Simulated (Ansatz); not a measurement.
# SiGeH4 (singlet): the correlation ladder at distance Ge2–H6 = 1.248 Å, cc-pVDZ

The task here is to estimate one member of a computed series from the others.

Program: Ansatz 0.2.0, Gaussian basis. Level of theory: cc-pVDZ, core rule «outside noble gas», up to 19 orbitals frozen. These are calculated values, not measurements.

Plan: UHF; CCSD(T) on RHF; CCSD(T) on UHF; BCCD(T) on RHF; CISD; CCSDT(Q) on RHF; CCSDT(Q) on UHF; CASSCF and MRCISD+Q, 2 electrons in 2 orbitals; CASSCF and NEVPT2, 2 electrons in 2 orbitals; CASSCF and MRCISD+Q, 8 electrons in 8 orbitals; CASSCF and NEVPT2, 8 electrons in 8 orbitals.

15 further runs of the same task are left out: 10 that didn't finish, 5 set aside as unsound or not needed.

**What is computed**

The geometry derives from a PBE0/def2-TZVP stationary point (not a proven minimum). One bond is set to the value named and the two fragments are kept rigid. No spin-orbit coupling is included. The filled d shell of Ge may be among the frozen orbitals whatever the setting's name suggests; the logs give the count.

6 atoms, charge 0, spin multiplicity 1.

Atoms are counted from 1 here; the program's logs count them from 0.

Bond lengths: Si1–Ge2 2.430 Å, Si1–H3 1.526 Å, Ge2–H4 1.541 Å, Ge2–H5 1.545 Å, Ge2–H6 1.248 Å. Angles: Ge2–Si1–H3 88.8°, Si1–Ge2–H4 114.3°, Si1–Ge2–H5 109.5°, Si1–Ge2–H6 110.7°, H4–Ge2–H5 107.4°, H4–Ge2–H6 107.5°, H5–Ge2–H6 107.0°.

Set-up of the first run:

Contents of in.yaml:

```yaml
crystal:
  periodic: [false, false, false]
  atoms:
    - {symbol: Si, position_ang: [-0.002893, -0.091586, 1.768141]}
    - {symbol: Ge, position_ang: [-0.002374, 0.014711, -0.659098]}
    - {symbol: H, position_ang: [-0.000206, 1.434132, 1.803159]}
    - {symbol: H, position_ang: [-0.033725, -1.359562, -1.354912]}
    - {symbol: H, position_ang: [1.267614, 0.749324, -1.143617]}
    - {symbol: H, position_ang: [-0.982034, 0.667881, -1.072787]}
basis:
  gaussian: {orbitals: cc-pVDZ}
magnetization: {spin_polarized: true, initial_magnetization: 0}
hamiltonian: {xc: hf}
output: {orbitals: {seedname: orbitals}}
```

On the command line:

```sh
$ ansatz run in.yaml --threads 1 --pin off --events-out ev --progress --plain --max-ram 2393MiB
```

Among the steps run: UHF; CCSD(T) on RHF; CCSD(T) on UHF; BCCD(T) on RHF; CISD; CCSDT(Q) on RHF; CCSDT(Q) on UHF; CASSCF and MRCISD+Q, 2 electrons in 2 orbitals; CASSCF and NEVPT2, 2 electrons in 2 orbitals; CASSCF and MRCISD+Q, 8 electrons in 8 orbitals; CASSCF and NEVPT2, 8 electrons in 8 orbitals.

One of the session's tables, all rows but one given; the rest of the session is left out.

| method | from RCCSDT(Q) (meV) |
| --- | --- |
| RHF | +6431.4 |
| UHF | +6307.2 |
| RMP2 | +1473.8 |
| UMP2 | +1610.3 |
| RCCSD | +193.8 |
| UCCSD | +206.8 |
| RCCSD(T) | +39.1 |
| UCCSD(T) | +49.1 |
| BCCD(T) | +38.6 |
| RCCSDT | +7.6 |
| UCCSDT | +8.9 |
| RCCSDT(Q) | 0 |
| UCCSDT(Q) | +0.2 |
| CASSCF pair | ? |
| NEVPT2 pair | +1408.0 |

**Question.** Estimate the row for CASSCF pair.

As computed: from RCCSDT(Q) (meV): +5902.6. In the column «from RCCSDT(Q) (meV)» it lies between UMP2 (+1610.3) and UHF (+6307.2).

Not comparable, so not listed: CISD; CASSCF and MRCISD+Q, 2 electrons in 2 orbitals; CASSCF and MRCISD+Q, 8 electrons in 8 orbitals (they don't share determinant, frozen orbitals or solution with the rows shown, or repeat one).

Caveats from the session: Left out of the table: CASSCF frontier, NEVPT2 frontier (the active space lost an orbital or holds another state than full CI finds). Restricted and unrestricted rows rest on different reference determinants; where their highest levels disagree by more than a few hundredths of an eV, they describe different states and don't form one ladder. Warnings in the runs' records: passed over end.
